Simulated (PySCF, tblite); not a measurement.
# C6H11O2 radical: geometry, infrared bands and EPR parameters

What infrared bands and EPR parameters should C6H11O2 radical (`C[C](C)[C@@H](C)C(=O)O`) show?

Programs: tblite 0.8.0 and PySCF 2.14.0, with density-fitted response routines of our own. Each step states its level of theory. These are calculated values for one molecule in the gas phase, unless marked as measured. Atoms are numbered from 0 throughout.

## (1) The molecule as given

19 atoms, charge 0, multiplicity 2; geometry from: force field or distance geometry start.

Bonds of the start (Å): C0–C1 1.48, C1–C2 1.51, C1–C3 1.52, C3–C4 1.52, C3–C5 1.52, C5–O6 1.22, C5–O7 1.36, C0–H8 1.10, C0–H9 1.09, C0–H10 1.09, C2–H11 1.09, C2–H12 1.09, C2–H13 1.10, C3–H14 1.10, C4–H15 1.09, C4–H16 1.10, C4–H17 1.10, O7–H18 0.98.

## (2) Geometry optimisation with GFN2-xTB

What the job is given:

```
{"job": {"kind": "relax", "xc": "GFN2-xTB", "basis": "xTB"}, "charge": 0, "multiplicity": 2}
C     -1.794000     0.146900    -0.616700
C     -0.778500    -0.330900     0.347500
C     -1.122400    -0.331000     1.814400
C      0.695400    -0.337800    -0.023200
C      0.953600    -0.924500    -1.398000
C      1.311200     1.046700     0.091900
O      0.746700     2.116700     0.255000
O      2.669900     1.022400     0.007000
H     -2.809000    -0.016900    -0.228800
H     -1.736600    -0.387900    -1.561500
H     -1.684500     1.218200    -0.807600
H     -1.089800     0.686900     2.212400
H     -0.453300    -0.957000     2.397400
H     -2.138800    -0.717300     1.961300
H      1.210300    -0.971300     0.719100
H      0.457300    -1.890700    -1.519400
H      0.605900    -0.245200    -2.192000
H      2.026300    -1.080500    -1.568400
H      2.920500     1.962200     0.101900
```

Launch:

```
> OMP_NUM_THREADS=1 python probes_run.py task.json out
```

The driver reads the jobs from task.json and runs them one after another.

The program printed:

```text
step      E/eV     max force
  0    -721.91630    1.558
  1    -721.96619    1.581
  2    -721.98399    0.594
  3    -721.99300    0.355
  4    -722.00636    0.298
  5    -722.01320    0.277
  6    -722.01784    0.161
  7    -722.02015    0.080
  8    -722.02148    0.105
  9    -722.02244    0.096
 10    -722.02332    0.067
 11    -722.02399    0.052
 12    -722.02445    0.043
 13    -722.02489    0.050
 14    -722.02552    0.059
 15    -722.02630    0.076
 16    -722.02701    0.073
 17    -722.02750    0.055
 18    -722.02791    0.058
 19    -722.02837    0.056
 20    -722.02882    0.062
 21    -722.02919    0.066
 22    -722.02947    0.051
 23    -722.02978    0.050
 24    -722.03014    0.050
 25    -722.03048    0.048
 26    -722.03079    0.037
 27    -722.03115    0.043
 28    -722.03167    0.064
 29    -722.03235    0.066
 30    -722.03299    0.067
 31    -722.03348    0.058
 32    -722.03391    0.049
 33    -722.03448    0.067
 34    -722.03527    0.067
 35    -722.03603    0.091
 36    -722.03574    0.256
 37    -722.03699    0.085
 38    -722.03749    0.098
 39    -722.04125    0.084
 40    -722.04261    0.118
 41    -722.04448    0.166
 42    -722.04628    0.157
 43    -722.04841    0.202
 44    -722.04922    0.174
 45    -722.05076    0.272
 46    -722.05223    0.098
 47    -722.05385    0.062
 48    -722.05680    0.106
 49    -722.05932    0.256
 50    -722.06328    0.191
 51    -722.07022    0.179
 52    -722.07802    0.400
 53    -722.04168    1.608
 54    -722.08329    0.167
 55    -722.08576    0.164
 56    -722.09001    0.538
 57    -722.09364    0.151
 58    -722.09647    0.136
 59    -722.10851    0.307
 60    -722.11033    0.114
 61    -722.11214    0.117
 62    -722.11557    0.245
 63    -722.12045    0.252
 64    -722.13404    0.296
 65    -722.14497    0.305
 66    -722.15529    0.504
 67    -722.15580    0.633
 68    -722.16922    0.162
 69    -722.17454    0.165
 70    -722.18192    0.189
 71    -722.18707    0.155
 72    -722.19277    0.232
 73    -722.19611    0.186
 74    -722.19878    0.270
 75    -722.20099    0.151
 76    -722.20282    0.057
 77    -722.20344    0.056
 78    -722.20425    0.052
 79    -722.20474    0.063
 80    -722.20523    0.074
 81    -722.20577    0.092
 82    -722.20645    0.091
 83    -722.20713    0.093
 84    -722.20775    0.082
 85    -722.20826    0.059
 86    -722.20873    0.038
 87    -722.20913    0.042
 88    -722.20950    0.039
 89    -722.20989    0.040
 90    -722.21029    0.041
 91    -722.21065    0.045
 92    -722.21090    0.038
 93    -722.21108    0.031
 94    -722.21124    0.026
 95    -722.21139    0.025
 96    -722.21152    0.028
 97    -722.21165    0.030
 98    -722.21176    0.023
 99    -722.21186    0.019
100    -722.21193    0.015
101    -722.21196    0.013
102    -722.21199    0.011
103    -722.21203    0.013
104    -722.21209    0.018
105    -722.21218    0.023
106    -722.21231    0.030
107    -722.21246    0.030
108    -722.21260    0.024
109    -722.21275    0.028
110    -722.21294    0.030
111    -722.21316    0.029
112    -722.21339    0.030
113    -722.21359    0.027
114    -722.21374    0.024
115    -722.21384    0.018
116    -722.21392    0.019
117    -722.21397    0.020
118    -722.21402    0.020
119    -722.21406    0.020
120    -722.21410    0.020
121    -722.21414    0.020
122    -722.21419    0.021
123    -722.21423    0.021
124    -722.21427    0.015
125    -722.21431    0.014
126    -722.21436    0.018
127    -722.21442    0.020
128    -722.21451    0.025
129    -722.21462    0.028
130    -722.21472    0.024
131    -722.21480    0.015
132    -722.21484    0.013
133    -722.21486    0.012
134    -722.21488    0.011
135    -722.21490    0.010
136    -722.21491    0.011
137    -722.21494    0.012
138    -722.21497    0.014
139    -722.21501    0.017
140    -722.21507    0.019
141    -722.21517    0.024
142    -722.21530    0.032
143    -722.21547    0.036
144    -722.21570    0.049
145    -722.21587    0.061
146    -722.21623    0.036
147    -722.21644    0.030
148    -722.21671    0.041
149    -722.21683    0.037
150    -722.21697    0.024
151    -722.21703    0.017
152    -722.21707    0.020
153    -722.21711    0.019
154    -722.21715    0.015
155    -722.21719    0.013
156    -722.21722    0.011
157    -722.21725    0.011
158    -722.21728    0.010
159    -722.21730    0.011
160    -722.21734    0.021
161    -722.21737    0.019
162    -722.21745    0.022
163    -722.21753    0.029
164    -722.21766    0.031
165    -722.21778    0.028
166    -722.21797    0.036
167    -722.21816    0.092
168    -722.21828    0.074
169    -722.21863    0.028
170    -722.21881    0.032
171    -722.21903    0.076
172    -722.21938    0.060
173    -722.21990    0.034
174    -722.22006    0.027
175    -722.22023    0.039
176    -722.22028    0.029
177    -722.22037    0.029
178    -722.22044    0.032
179    -722.22054    0.024
180    -722.22058    0.022
181    -722.22060    0.019
182    -722.22062    0.016
183    -722.22064    0.014
184    -722.22066    0.013
185    -722.22069    0.017
186    -722.22073    0.019
187    -722.22079    0.033
188    -722.22088    0.031
189    -722.22095    0.047
190    -722.22110    0.019
191    -722.22121    0.020
192    -722.22134    0.033
193    -722.22149    0.031
194    -722.22160    0.041
195    -722.22127    0.081
196    -722.22173    0.027
197    -722.22177    0.016
198    -722.22181    0.016
199    -722.22189    0.043
200    -722.22195    0.009
```

Run time: 1.2 s. Hardware: 1 thread of Arm Neoverse V1, shared host.

The steps of the relaxation: (not every step is listed)

```
step  energy from step 0 (eV)  largest force (eV/Å)
   0                   0.0000                1.5585
   1                  -0.0499                1.5809
   2                  -0.0677                0.5944
   3                  -0.0767                0.3550
   4                  -0.0901                0.2979
   5                  -0.0969                0.2774
   6                  -0.1015                0.1609
   7                  -0.1038                0.0796
   8                  -0.1052                0.1048
  26                  -0.1145                0.0371
  44                  -0.1329                0.1742
  62                  -0.1993                0.2450
  80                  -0.2889                0.0736
  98                  -0.2955                0.0231
 116                  -0.2976                0.0187
 134                  -0.2986                0.0107
 152                  -0.3008                0.0195
 170                  -0.3025                0.0324
 188                  -0.3046                0.0311
 195                  -0.3050                0.0806
 196                  -0.3054                0.0271
 197                  -0.3055                0.0159
 198                  -0.3055                0.0158
 199                  -0.3056                0.0430
 200                  -0.3057                0.0090
```

Close pairs (by a distance rule), those that changed most:

```csv
bond,before (Å),after (Å),change (Å)
C1–C3,1.520,1.490,-0.029
C1–C2,1.507,1.483,-0.023
C4–H16,1.101,1.086,-0.015
C3–H14,1.103,1.092,-0.012
C0–H8,1.099,1.087,-0.012
C5–O6,1.221,1.210,-0.010
C4–H17,1.097,1.087,-0.010
C5–O7,1.362,1.352,-0.010
```

The next job starts from the end point, and lists it.

## (3) Infrared spectrum with GFN2-xTB

What the job is given:

```
{"job": {"kind": "ir", "xc": "GFN2-xTB", "basis": "xTB"}, "charge": 0, "multiplicity": 2}
C     -1.636311     0.380447    -0.561286
C     -0.617921    -0.184779     0.352382
C     -0.863650    -0.293590     1.811262
C      0.735694    -0.518665    -0.174683
C      0.786781    -1.063727    -1.595698
C      1.271872     0.896205    -0.077435
O      1.106041     1.769442    -0.898889
O      1.874978     1.124802     1.110867
H     -2.497791     0.749968    -0.010386
H     -1.981080    -0.363642    -1.284434
H     -1.203878     1.203053    -1.139768
H     -1.656399     0.379585     2.133626
H      0.043337    -0.072667     2.375290
H     -1.165381    -1.313005     2.076401
H      1.280086    -1.158015     0.522726
H      0.168251    -1.953814    -1.678751
H      0.434604    -0.313527    -2.297442
H      1.809883    -1.323175    -1.856214
H      2.101079     2.064354     1.184972
```

The program printed:

```text
mode    cm-1     km/mol
  1      53.5      0.36
  2     103.9      0.12
  3     111.5      4.18
  4     133.0      0.50
  5     175.1      3.17
  6     188.9      0.80
  7     229.9     10.49
  8     253.0      1.00
  9     312.2     19.06
 10     359.2      2.50
 11     390.8      5.79
 12     498.0     25.74
 13     547.2     61.61
 14     607.6     27.60
 15     652.2    148.74
 16     792.9      0.81
 17     820.1      1.94
 18     958.7      1.12
 19     980.1      2.84
 20     997.3      1.20
 21    1030.2      2.41
 22    1045.8     16.26
 23    1058.0     70.36
 24    1082.8    268.70
 25    1126.5     53.81
 26    1173.7     25.33
 27    1214.2     82.92
 28    1252.3     37.32
 29    1320.0     14.71
 30    1352.2     37.81
 31    1392.5     19.01
 32    1401.9      4.77
 33    1405.7      2.88
 34    1454.1      3.68
 35    1467.8      6.61
 36    1476.1      2.62
 37    1478.1      6.28
 38    1489.1      2.81
 39    1499.1      3.07
 40    1740.6    504.27
 41    2911.2     32.15
 42    2926.1     10.39
 43    2956.4     15.80
 44    2969.4     22.96
 45    2995.8     15.19
 46    3016.9     23.14
 47    3037.8     32.20
 48    3039.2     20.50
 49    3043.5     36.40
 50    3061.8     12.86
 51    3459.1     31.71
```

Wall time 0.6 s (1 thread of Arm Neoverse V1, shared host).

Which atoms move in the most intense modes:

```csv
cm⁻¹,km/mol,atoms
547,61.6,"H18 66 %, C5 22 %"
652,148.7,"C5 56 %, H18 21 %, O7 12 %"
1058,70.4,"H14 19 %, H17 17 %"
1083,268.7,"O7 24 %, C5 17 %, C3 12 %, H18 11 %"
1126,53.8,"C3 31 %, C4 17 %, H16 15 %"
1214,82.9,"C5 31 %, H18 29 %, H14 17 %"
1352,37.8,"C1 26 %, C3 26 %, H14 25 %"
1741,504.3,"C5 63 %, O6 34 %"
```

## (4) EPR parameters: B3LYP/pcH-1

Same as in step 3 but for these lines:

```diff
@@ -1,2 +1,2 @@
-{"job": {"kind": "ir", "xc": "GFN2-xTB", "basis": "xTB"}, "charge": 0, "multiplicity": 2}
+{"job": {"kind": "epr", "basis": "pcH-1"}, "charge": 0, "multiplicity": 2}
 C     -1.636311     0.380447    -0.561286
```

Method: UKS B3LYP, pcH-1 on C H O, non-relativistic, mean-field spin-orbit, GIAO.

The program printed:

```text
UKS, coarse grid
  cycle   1  E = -385.49780909  |g| = 7.51e-01
  cycle   2  E = -385.01613767  |g| = 1.36e+00
  cycle   3  E = -385.67883108  |g| = 2.88e-01
  cycle   4  E = -385.71017062  |g| = 7.18e-02
  cycle   5  E = -385.71158269  |g| = 2.97e-02
  cycle   6  E = -385.71196746  |g| = 6.31e-03
  cycle   7  E = -385.71199033  |g| = 2.61e-03
  cycle   8  E = -385.71199522  |g| = 1.27e-03
  cycle   9  E = -385.71199614  |g| = 3.14e-04
UKS, final grid
  cycle   1  E = -385.71197581  |g| = 4.13e-04
  cycle   2  E = -385.71197570  |g| = 7.12e-04
  cycle   3  E = -385.71197589  |g| = 1.22e-04
  cycle   4  E = -385.71197590  |g| = 3.50e-05
  cycle   5  E = -385.71197590  |g| = 1.92e-05
E = -385.71197590 Eh   <S^2> = 0.7551 (exact 0.7500)
g shifts (ppm)      1          2          3
  rmc          -161       -161       -161
  gc              5         13         30
  oz_so         636        862       1430
  total         479        714       1299
hyperfine (MHz)  atom isotope    a_iso     a_fc   dipolar eigenvalues
    0   13C     -31.49     -31.49     -1.99      0.25      1.74
    1   13C      89.54      89.54    -76.08    -75.88    151.97
    2   13C     -32.42     -32.42     -2.02      0.35      1.66
    3   13C     -27.03     -27.03     -2.30      0.04      2.25
    4   13C      19.43      19.43     -2.40     -2.13      4.54
    5   13C      71.61      71.61     -7.16     -5.46     12.62
    6   17O      -5.39      -5.39    -22.22      9.95     12.27
    7   17O      -5.89      -5.89     -4.68      1.97      2.71
    8    1H       4.12       4.12     -4.49     -3.36      7.85
    9    1H     107.37     107.37     -4.70     -3.69      8.39
   10    1H      90.84      90.84     -4.69     -3.08      7.77
   11    1H      22.07      22.07     -4.35     -3.52      7.87
   12    1H      50.95      50.95     -3.98     -3.92      7.91
   13    1H     130.74     130.74     -5.12     -3.44      8.56
   14    1H      27.47      27.47     -4.12     -3.50      7.62
   15    1H      -1.34      -1.34     -3.53     -2.00      5.53
   16    1H      -1.88      -1.88     -2.38     -2.06      4.44
   17    1H      -0.08      -0.08     -2.04     -1.53      3.57
   18    1H       2.58       2.58     -1.90     -1.47      3.37
```

It took 89 s on 1 thread of Arm Neoverse V1, shared host; peak memory 1.1 GiB.

Principal g values 2.00280, 2.00303, 2.00362; g(iso) = 2.00315, against 2.00232 for a free electron.

Mean a(iso) over the nuclei that a row names, and the largest dipolar term of the row (other rows stand at the frozen geometry):

```
                    nuclei  isotope  a(iso) (MHz)  a(iso) (G, at g = 2.0023)  largest dipolar term (MHz)
                        C1      13C          89.5                       31.9                       152.0
                        C5      13C          71.6                       25.6                        12.6
H8, H9, H10, H11, H12, H13       1H          67.7                       24.2                         8.6
                    C0, C2      13C         -32.0                      -11.4                        -2.0
                       H14       1H          27.5                        9.8                         7.6
                        C3      13C         -27.0                       -9.6                        -2.3
                        C4      13C          19.4                        6.9                         4.5
                        O7      17O          -5.9                       -2.1                        -4.7
                        O6      17O          -5.4                       -1.9                       -22.2
                       H18       1H           2.6                        0.9                         3.4
             H15, H16, H17       1H          -1.1                       -0.4                         5.5
```

Mulliken spin populations:

C0 -0.08; C1 0.91; C2 -0.08; C3 -0.07; C4 0.02; C5 0.04; O6 0.06; O7 0.01; H8 0.00; H9 0.04; H10 0.04; H11 0.01; H12 0.02; H13 0.05; H14 0.01; H15 0.00; H16 0.00; H17 0.00; H18 0.00

In first order the couplings over 0.8 MHz of 1H give 112 distinct lines over 156.8 G, if the averaged nuclei exchange fast; the same motion can average rows kept apart here too.

The fields below are evaluated on a grid from the run's orbitals.

ELF in a plane through or near 5 of the atoms.

Ten even steps from ' ' (0.00) to '@' (1.00):
```
                                                        
                                                        
                                                        
                                                        
                          ....                          
                          ....                          
              ::++**--                                  
            ..==%%%%##..  ..==++--..    ..              
          ..::==++++**::..==######++====++++==..        
        ==%%%%%%==++##%%**%%##++%%%%::::####**--        
      ::%%@@@@@@##**%%::++--**--++++::..++==--..        
      ..##@@@@@@--..--++++++::  ..%%@@@@%%::            
          ----..    ..::::..      **@@@@@@++..          
                          ..--==..  ::####::            
                      ..==######++                      
                      ::==++++==::                      
                          ....                          
                                                        
                                                        
                                                        
```
The map spans 10.7 Å across and 11.1 Å up, centred on the molecule. Atoms in the plane (x, y in Å): C2 (1.9, 0.0), C3 (-0.6, -0.4), C4 (-1.9, 0.4), H12 (1.9, -1.1), H17 (-2.7, -0.2).

On the surface of density 0.002 e/bohr³ the electrostatic potential runs, from the 1st to the 99th percentile, from -1.65 V near O6 to 2.27 V near H18.

The spin density lies nearest to C1 59 %.

## (5) Summary of results

```
                                                                  quantity                  value
                                 strongest single infrared mode (GFN2-xTB)  1741 cm⁻¹, 504 km/mol
                                              zero-point energy (GFN2-xTB)          98.7 kcal/mol
                                                            g(iso) (B3LYP)                2.00315
                                                                      ⟨S²⟩     0.755 (exact 0.75)
                                        largest a(iso) (averaged by class)    13C on C1, 89.5 MHz
potential on the surface of density 0.002 e/bohr³, 1st and 99th percentile     -1.65 V and 2.27 V
```

What this shows: Over 200 steps the energy fell by 0.306 eV; of the close pairs, C1–C3 changed most, 1.520 to 1.490 Å. All 51 modes are real, so the xTB geometry is a minimum. The strongest single mode, at 1741 cm⁻¹, moves mainly C5 and O6. Unscaled tight-binding wavenumbers are off by several per cent, some by more. Its intensities can rank the bands wrongly. Most of the unpaired spin sits on C1 (0.91 e). The isotropic g lies 0.8 ppt above the free-electron value. These values are for one conformer; the search (at its own cheap level) found 2 more, at 0.04, 0.62 kcal/mol (those within 0.05 may be mirror or relabelled copies), and measured spectra average over such forms.
